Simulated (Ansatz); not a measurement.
## C₂H₅BSe, SMILES C=CB[SeH]: a rigid scan of one bond angle, step by step

With Ansatz 0.2.0, Python API.

Interactive session:
```pycon
>>> import ansatz
>>> from ase import Atoms
>>> BASIS_SET = "def2-SVP"
>>> XC = "hf"
>>> FMAX = 0.02
>>> atoms = Atoms(["C", "C", "B", "Se", "H", "H", "H", "H", "H"], positions=[
...     [-1.3436, 0.8829, 0.2801],
...     [-0.1631, 0.4473, 0.4495],
...     [0.2781, -0.8791, -0.2439],
...     [2.2555, -1.5464, 0.0684],
...     [-2.1111, 0.4028, -0.376],
...     [-1.6906, 1.8681, 0.7507],
...     [0.5643, 0.9936, 1.0863],
...     [-0.3848, -1.4746, -0.9329],
...     [2.6839, -0.7409, -1.0995],
... ])
>>> # relax first, so that the scan starts from a minimum
>>> first = (
...     ansatz.Crystal.molecule_from_ase(atoms).calculation()
...     .basis(gaussian=BASIS_SET)
...     .functional(XC)
...     .relax(force_tolerance=FMAX, max_steps=80)
... )
>>> atoms.positions = first.run(threads=1).report["positions_ang"]
>>> rows = []
>>> for angle in [85, 95, 105, 115, 125, 140, 160]:
...     bent = atoms.copy()
...     bent.set_angle(2, 3, 8, angle, indices=[8])
...     setup = (
...         ansatz.Crystal.molecule_from_ase(bent).calculation()
...         .basis(gaussian=BASIS_SET)
...         .functional(XC)
...     )
...     rows.append((angle, setup.run(threads=1).report["free_energy_ev"]))
...
>>> floor = min(e for _, e in rows)
>>> for angle, e in rows:
...     print(f"angle B2-Se3-H8 = {angle:3d} deg   {1000 * (e - floor):9.1f} meV")
...
angle B2-Se3-H8 =  85 deg       139.2 meV
angle B2-Se3-H8 =  95 deg         0.0 meV
angle B2-Se3-H8 = 105 deg        18.8 meV
angle B2-Se3-H8 = 115 deg       180.2 meV
angle B2-Se3-H8 = 125 deg       467.5 meV
angle B2-Se3-H8 = 140 deg      1087.1 meV
angle B2-Se3-H8 = 160 deg      2067.2 meV
```

The scan is rigid, and the energies are electronic, in a modest basis. The zero is the lowest point of the grid, which needn't be the minimum. Finished in 43 s on 1 thread of Arm Neoverse V2, on a shared host, peak memory 0.28 GiB.
